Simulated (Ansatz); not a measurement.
I need a relaxation driven by ASE of KHfO3, space group Pm-3m. Use Ansatz 0.2.0 through its Python package. Level of theory (first run): r2SCAN, PAW, the default cutoff (500 eV here), 5×5×5 k-points, Gaussian smearing of 0.1 eV.

```cif
data_structure
_symmetry_space_group_name_H-M 'P 1'
_symmetry_Int_Tables_number 1
_cell_length_a 4.1780
_cell_length_b 4.1780
_cell_length_c 4.1780
_cell_angle_alpha 90.000
_cell_angle_beta 90.000
_cell_angle_gamma 90.000
_cell_volume 72.93
loop_
_atom_site_label
_atom_site_type_symbol
_atom_site_fract_x
_atom_site_fract_y
_atom_site_fract_z
_atom_site_occupancy
K1 K 0.50000 0.50000 0.50000 1
Hf1 Hf 0.00000 0.00000 0.00000 1
O1 O 0.50000 0.00000 0.00000 1
O2 O 0.00000 0.50000 0.00000 1
O3 O 0.00000 0.00000 0.50000 1
```

The script, `ase_relax_khfo3.py`:
```python
import warnings

import ansatz as az
from ase import Atoms
from ase.calculators.calculator import Calculator, all_changes
from ase.filters import FrechetCellFilter
from ase.optimize import LBFGS
from ase.units import GPa
import numpy as np


class Ansatz(Calculator):
    implemented_properties = ["energy", "free_energy", "forces", "stress"]

    def calculate(self, atoms=None, properties=("energy",), system_changes=all_changes):
        super().calculate(atoms, properties, system_changes)
        bare = self.atoms.copy()
        bare.set_constraint()
        bare.set_momenta(None)
        job = (
            az.Crystal.from_ase(bare).calculation()
            .occupations("gaussian", width=0.1)
            .kpoints(5, 5, 5)
            .functional("r2scan")
            .forces()
            .stress()
        )
        report = job.run().report
        self.results["free_energy"] = report["lagrangian_ev"]
        self.results["energy"] = report.get("lagrangian_sigma0_ev", report["lagrangian_ev"])
        self.results["forces"] = np.array(report["forces_ev_ang"])
        s = -np.array(report["stress_gpa"]) * GPa  # ASE counts tension as positive
        self.results["stress"] = s[[0, 1, 2, 1, 0, 0], [0, 1, 2, 2, 2, 1]]


def main() -> None:
    warnings.simplefilter("ignore")
    atoms = Atoms(
        ["K", "Hf", "O", "O", "O"],
        cell=[[4.177954, 0.0, 0.0], [0.0, 4.177954, 0.0], [0.0, 0.0, 4.177954]],
        scaled_positions=[
            [0.5, 0.5, 0.5],
            [0.0, 0.0, 0.0],
            [0.5, 0.0, 0.0],
            [0.0, 0.5, 0.0],
            [0.0, 0.0, 0.5],
        ],
        pbc=True,
    )
    atoms.rattle(0.1, seed=38)
    atoms.calc = Ansatz()
    before = atoms.get_potential_energy(), atoms.get_volume()
    target = FrechetCellFilter(atoms)
    optimiser = LBFGS(target, logfile=None)


    def tell():
        fmax = np.linalg.norm(target.get_forces(), axis=1).max()
        print(f"step {optimiser.nsteps:2d}  E = {atoms.get_potential_energy():.5f} eV  fmax = {fmax:.4f}  V = {atoms.get_volume():.3f} A^3")


    optimiser.attach(tell)
    met = optimiser.run(fmax=0.03, steps=15)
    print("threshold met:", bool(met), " energy gained:", round(before[0] - atoms.get_potential_energy(), 5), "eV")
    print("cell lengths and angles:", np.round(atoms.cell.cellpar(), 3))
    print(np.round(atoms.get_scaled_positions(), 4))


if __name__ == "__main__":
    main()
```

```console
$ python ase_relax_khfo3.py
step  0  E = -18986.16838 eV  fmax = 2.6124  V = 72.927 A^3
step  1  E = -18986.37850 eV  fmax = 2.0687  V = 72.836 A^3
step  2  E = -18986.78748 eV  fmax = 0.9541  V = 72.110 A^3
step  3  E = -18986.81468 eV  fmax = 0.8692  V = 71.949 A^3
step  4  E = -18986.86477 eV  fmax = 0.4275  V = 71.611 A^3
step  5  E = -18986.87798 eV  fmax = 0.1828  V = 71.476 A^3
step  6  E = -18986.88005 eV  fmax = 0.1229  V = 71.456 A^3
step  7  E = -18986.88144 eV  fmax = 0.1266  V = 71.451 A^3
step  8  E = -18986.88380 eV  fmax = 0.1666  V = 71.439 A^3
step  9  E = -18986.88606 eV  fmax = 0.1767  V = 71.420 A^3
step 10  E = -18986.88760 eV  fmax = 0.1230  V = 71.401 A^3
step 11  E = -18986.88821 eV  fmax = 0.0698  V = 71.397 A^3
step 12  E = -18986.88844 eV  fmax = 0.0393  V = 71.404 A^3
step 13  E = -18986.88852 eV  fmax = 0.0145  V = 71.417 A^3
threshold met: True  energy gained: 0.72015 eV
cell lengths and angles: [ 4.151  4.148  4.148 89.971 90.    90.034]
[[0.5081 0.496  0.5108]
 [0.0087 0.996  0.0112]
 [0.5087 0.9959 0.0116]
 [0.0083 0.4962 0.011 ]
 [0.0086 0.9964 0.511 ]]
```

Notes:
- Absolute energies stand on the zero of these potentials, so only differences at equal settings mean something. A total without «per atom» is that of the whole cell that was run.
- The cell holds an odd number of electrons and is run without spin, so a magnetic state may lie lower.
- The mesh is modest for a metal, so energies can be off by several to tens of meV an atom and pressures by half a GPa or more; differences at equal mesh fare better.
- Spin-orbit coupling, which matters for elements this heavy, is left out.
- This cell is a computed structure, which may not be the phase found in nature.
- Run time: 7.3 min on 1 thread of Arm Neoverse V2, on a shared host, peak memory 0.64 GiB.
